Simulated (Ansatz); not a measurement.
Runs of Ansatz 0.2.0 on BiTe. Symmetry: Fm-3m, No. 225, cubic system. Conventional cell: a = 6.470 Å, b = 6.470 Å, c = 6.470 Å, α = 90.00°, β = 90.00°, γ = 90.00°. Bi (site symmetry m-3m) has 6 Te at 3.23 to 3.24 Å as nearest neighbours. Te (site symmetry m-3m) has 6 Bi at 3.23 to 3.24 Å as nearest neighbours. 

| task | level | potentials or basis | spin | cell | k mesh | cutoff (eV) | smearing | mesh quality | gap on the mesh (eV) | pressure (GPa) |
| --- | --- | --- | --- | --- | --- | --- | --- | --- | --- | --- |
| projected density of states | LDA | JTH PAW LDA | off | as given | 7 × 7 × 7 | 1800 | methfessel-paxton 0.15 eV | not flagged | none | -2.7 |
| density of states | PBE0 | Ansatz PAW | SOC, no magnetisation | as given | 4 × 4 × 4 | 420 | fermi-dirac 0.15 eV | coarse | none | 0.5 |
| ladder of functionals | m-r2SCAN | Ansatz PAW earlier set | off | volume scaled by 0.96 | 7 × 7 × 7 | 640 | gaussian 0.15 eV | not flagged | none | 2.4 |
| electric field gradients | B3LYP | Ansatz PAW | off | as given | 4 × 4 × 4 | 420 | fermi-dirac 0.1 eV | coarse | none | (a) |

Question: Estimate the missing entries.

Answer: (a) 2.1.

Caveats: some runs use coarse meshes; spin-orbit coupling is left out, which moves the levels of the heavy elements (some runs); the PAW data sets come from PBE, with cores solved anew for the run's functional, which leaves a small shift of forces and pressure (some runs); the thresholds are loose for stress (some runs).

A k mesh can miss the band edges, and rows without SOC leave out spin-orbit coupling on Bi, Te.

A gap of «none» marks a metal or a gap under the smearing width.

The runs don't all hold the same shells in valence.

Runs at the PBE level aren't shown here.
